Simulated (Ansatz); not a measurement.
**C₃H₁₁BSi: basis-set convergence**

How large a basis does C₃H₁₁BSi need? Two functionals are run in growing sets.

Computed with Ansatz 0.2.0, Gaussian basis. Level: one geometry, several basis sets.

Plan: PBE0-D4/def2-SVP; ωB97M-V/def2-SVP; PBE0-D4/def2-QZVPP; ωB97M-V/def2-QZVPP; the functionals' def2-TZVPP values are taken from earlier runs.

### Step 1. The geometry

The geometry comes from an earlier relaxation with PBE0-D4 in a triple-zeta def2 set; it is a stationary point, not always the lowest conformer.

16 atoms, charge 0, spin multiplicity 1.

Atoms are counted from 1 here; the program's logs count them from 0.

Bond lengths: C1–B2 1.570 Å, C1–H6 1.099 Å, C1–H7 1.095 Å, C1–H8 1.092 Å, B2–C3 1.570 Å, B2–C4 1.557 Å, C3–H9 1.093 Å, C3–H10 1.093 Å, C3–H11 1.100 Å, C4–Si5 1.882 Å, C4–H12 1.095 Å, C4–H13 1.095 Å, Si5–H14 1.488 Å, Si5–H15 1.488 Å, Si5–H16 1.488 Å. Angles: B2–C1–H6 107.9°, B2–C1–H7 111.8°, B2–C1–H8 115.3°, H6–C1–H7 105.0°, H6–C1–H8 107.3°, H7–C1–H8 109.0°, C1–B2–C3 119.5°, C1–B2–C4 120.7°, C3–B2–C4 119.7°, B2–C3–H9 114.2°, B2–C3–H10 114.1°, B2–C3–H11 106.5°, H9–C3–H10 109.3°, H9–C3–H11 106.2°, H10–C3–H11 106.0°, B2–C4–Si5 108.7°, B2–C4–H12 113.4°, B2–C4–H13 113.7° and more.

### Step 2. PBE0-D4 in def2-SVP

Input file in.yaml:

```yaml
crystal:
  periodic: [false, false, false]
  atoms:
    - {symbol: C, position_ang: [-1.175714, 0.718227, 1.264315]}
    - {symbol: B, position_ang: [0.097159, 0.030544, 0.655753]}
    - {symbol: C, position_ang: [1.520779, 0.594198, 1.000631]}
    - {symbol: C, position_ang: [-0.040380, -1.175320, -0.320000]}
    - {symbol: Si, position_ang: [-0.337766, -0.515322, -2.057098]}
    - {symbol: H, position_ang: [-1.317558, 1.680600, 0.752644]}
    - {symbol: H, position_ang: [-1.032487, 0.976511, 2.318673]}
    - {symbol: H, position_ang: [-2.105174, 0.154595, 1.159635]}
    - {symbol: H, position_ang: [1.527629, 1.648600, 1.288001]}
    - {symbol: H, position_ang: [2.266961, 0.428633, 0.218990]}
    - {symbol: H, position_ang: [1.873234, 0.034795, 1.880021]}
    - {symbol: H, position_ang: [-0.902600, -1.814761, -0.103094]}
    - {symbol: H, position_ang: [0.862854, -1.790934, -0.388559]}
    - {symbol: H, position_ang: [0.777168, 0.375088, -2.480119]}
    - {symbol: H, position_ang: [-0.434847, -1.634773, -3.031972]}
    - {symbol: H, position_ang: [-1.602058, 0.266718, -2.113420]}
basis:
  gaussian: {orbitals: def2-SVP}
hamiltonian: {xc: pbe0, dispersion: d4}
output: {orbitals: {seedname: orbitals}}
```

On the command line:

```sh
> ansatz run in.yaml --threads 4 --pin off --events-out ev --progress --plain --max-ram 10444MiB
```

The log of the run:

```text
Functional definition: PBE0
  name "PBE0"
  cite "Adamo & Barone, J. Chem. Phys. 110, 6158 (1999) doi:10.1063/1.478522"
  cite "Perdew, Burke & Ernzerhof, Phys. Rev. Lett. 77, 3865 (1996) doi:10.1103/PhysRevLett.77.3865"
  parent pbe
  parameter a = 0.25
  parameter kappa = 0.804
  parameter beta = 0.06672455060314922
  exchange = (1 - a)*pbe_x(kappa = kappa, mu = beta*pi^2/3) + a*exact_x
  correlation = pbe_c(beta = beta)
1462 factors; their error is unknown
mean field evaluation 1: about -11821.2378 eV, gradient 6.4e1 eV
mean field evaluation 2: about -11818.6878 eV, gradient 6.8e1 eV
mean field evaluation 4: about -11831.2096 eV, gradient 2.3e0 eV
mean field evaluation 8: about -11831.2196 eV, gradient 1.2e-1 eV
mean field evaluation 16: about -11831.2590 eV, gradient 1.3e-4 eV
mean field -11831.25901689 eV, -434.7907493552 hartree, gradient 2.7e-5 eV, S^2 0.000000; 0 other end points of the search recorded, 0 dependent functions left out
reference -11831.25904828 eV, -434.7907505090 hartree; 24, 24 occupied and 105, 105 virtual orbitals, 1462 factors
Total energy: -11831.54221363 eV, -434.8011566435 hartree
```

Wall time 1.5 s (4 threads of Arm Neoverse V1, shared host); peak memory 0.3 GiB.

### Step 3. ωB97M-V in def2-SVP

Changes to in.yaml since step 2:

```diff
@@ -21,3 +21,3 @@
   gaussian: {orbitals: def2-SVP}
-hamiltonian: {xc: pbe0, dispersion: d4}
+hamiltonian: {xc: {name: wB97M-V}}
 output: {orbitals: {seedname: orbitals}}
```

Launched as before.

The log of the run, cut to the lines that bear on the results:

```text
Functional definition: wB97M-V
  name "wB97M-V"
  cite "Mardirossian & Head-Gordon, J. Chem. Phys. 144, 214110 (2016) doi:10.1063/1.4952647"
  cite "Becke, J. Chem. Phys. 107, 8554 (1997) doi:10.1063/1.475007"
  cite "Vydrov & Van Voorhis, J. Chem. Phys. 133, 244103 (2010) doi:10.1063/1.3521275"
  # Of w^i u^j: cxij and so on, Table III.
[...]
  gx(w, u) = 1 - cx + cx01*u + cx10*w
  gss(w, u) = css00 + css04*u^4 + css10*w + css20*w^2 + css43*w^4*u^3
  gos(w, u) = cos00 + cos10*w + (cos20 + cos21*u)*w^2 + (cos60 + cos61*u)*w^6
[...]
      + integral(e_c_pw_mod_opposite_spin*gos(b97_w_opposite, b97_u_opposite)) + vv10(b, c)
1462 factors; their error is unknown
428 factors; integrals over basis functions are off by at most 7.3e-6 eV
[...]
mean field -11836.16836484 eV, -434.9711645647 hartree, gradient 2.4e-5 eV, S^2 0.000000; 0 other end points of the search recorded, 0 dependent functions left out
reference -11836.16841439 eV, -434.9711663857 hartree; 24, 24 occupied and 105, 105 virtual orbitals, 1462 factors
Total energy: -11836.16841439 eV, -434.9711663857 hartree
```

Run time: 6 s. Hardware: 4 threads of Arm Neoverse V1, shared host; peak memory 0.42 GiB.

### Step 4. PBE0-D4 in def2-QZVPP

Changes to in.yaml since step 3:

```diff
@@ -20,4 +20,4 @@
 basis:
-  gaussian: {orbitals: def2-SVP}
-hamiltonian: {xc: {name: wB97M-V}}
+  gaussian: {orbitals: "def2-QZVPP.json"}
+hamiltonian: {xc: pbe0, dispersion: d4}
 output: {orbitals: {seedname: orbitals}}
```

Same command.

The log of the run:

```text
Functional definition: PBE0
  name "PBE0"
  cite "Adamo & Barone, J. Chem. Phys. 110, 6158 (1999) doi:10.1063/1.478522"
  cite "Perdew, Burke & Ernzerhof, Phys. Rev. Lett. 77, 3865 (1996) doi:10.1103/PhysRevLett.77.3865"
  parent pbe
  parameter a = 0.25
  parameter kappa = 0.804
  parameter beta = 0.06672455060314922
  exchange = (1 - a)*pbe_x(kappa = kappa, mu = beta*pi^2/3) + a*exact_x
  correlation = pbe_c(beta = beta)
1793 factors; their error is unknown
mean field evaluation 1: about -11824.2341 eV, gradient 8.0e1 eV
mean field evaluation 2: about -11817.2491 eV, gradient 8.9e1 eV
mean field evaluation 4: about -11838.7436 eV, gradient 4.3e0 eV
mean field evaluation 8: about -11838.7852 eV, gradient 6.1e-2 eV
mean field evaluation 16: about -11838.7874 eV, gradient 2.3e-5 eV
mean field -11838.78744500 eV, -435.0674139856 hartree, gradient 2.3e-5 eV, S^2 0.000000; 0 other end points of the search recorded, 0 dependent functions left out
reference -11838.78749471 eV, -435.0674158123 hartree; 24, 24 occupied and 604, 604 virtual orbitals, 1793 factors
Total energy: -11839.07066006 eV, -435.0778219468 hartree
```

Run time: 14 s. Hardware: 4 threads of Arm Neoverse V1, shared host; peak memory 2.5 GiB.

### Step 5. ωB97M-V in def2-QZVPP

Changes to in.yaml since step 4:

```diff
@@ -21,3 +21,3 @@
   gaussian: {orbitals: "def2-QZVPP.json"}
-hamiltonian: {xc: pbe0, dispersion: d4}
+hamiltonian: {xc: {name: wB97M-V}}
 output: {orbitals: {seedname: orbitals}}
```

The command is unchanged.

The log of the run, cut to the lines that bear on the results:

```text
Functional definition: wB97M-V
  name "wB97M-V"
  cite "Mardirossian & Head-Gordon, J. Chem. Phys. 144, 214110 (2016) doi:10.1063/1.4952647"
  cite "Becke, J. Chem. Phys. 107, 8554 (1997) doi:10.1063/1.475007"
  cite "Vydrov & Van Voorhis, J. Chem. Phys. 133, 244103 (2010) doi:10.1063/1.3521275"
  # Of w^i u^j: cxij and so on, Table III.
[...]
  gx(w, u) = 1 - cx + cx01*u + cx10*w
  gss(w, u) = css00 + css04*u^4 + css10*w + css20*w^2 + css43*w^4*u^3
  gos(w, u) = cos00 + cos10*w + (cos20 + cos21*u)*w^2 + (cos60 + cos61*u)*w^6
[...]
      + integral(e_c_pw_mod_opposite_spin*gos(b97_w_opposite, b97_u_opposite)) + vv10(b, c)
1773 factors; their error is unknown
531 factors; integrals over basis functions are off by at most 7.8e-6 eV
[...]
mean field -11844.00817308 eV, -435.2592722035 hartree, gradient 6.2e-5 eV, S^2 0.000000; 0 other end points of the search recorded, 0 dependent functions left out
reference -11844.00825234 eV, -435.2592751164 hartree; 24, 24 occupied and 604, 604 virtual orbitals, 1773 factors
Total energy: -11844.00825234 eV, -435.2592751164 hartree
```

It took 29 s on 4 threads of Arm Neoverse V1, shared host; peak memory 3.1 GiB.

### Step 6. Density functionals: the series

The def2-TZVPP values come from earlier runs at the same geometry.

| functional | basis | functions | energy (eV) | from the largest (eV) | HOMO (eV) | LUMO (eV) |
| --- | --- | --- | --- | --- | --- | --- |
| PBE0-D4 | def2-SVP | 129 | -11831.5422 | 7.528 | -8.38 | -0.32 |
| PBE0-D4 | def2-TZVPP | 320 | -11838.5642 | 0.506 | -8.41 | -0.41 |
| PBE0-D4 | def2-QZVPP | 628 | -11839.0707 | 0.000 | -8.42 | -0.44 |
| ωB97M-V | def2-SVP | 129 | -11836.1684 | 7.840 | -10.62 | 1.68 |
| ωB97M-V | def2-TZVPP | 320 | -11843.5303 | 0.478 | -10.66 | 1.52 |
| ωB97M-V | def2-QZVPP | 628 | -11844.0083 | 0.000 | -10.67 | 1.40 |

### Step 7. What came out

```
                                       quantity          value
PBE0-D4: double and triple zeta above quadruple  7.53, 0.51 eV
ωB97M-V: double and triple zeta above quadruple  7.84, 0.48 eV
```

**Reading.** For PBE0-D4 the step from double to triple zeta gains 7.02 eV and the next only 0.51 eV. Total energies overstate the basis error of differences, where much of it tends to cancel.

For PBE0-D4 the largest set took about 9 times as long as the smallest (14 s against 1.5 s).
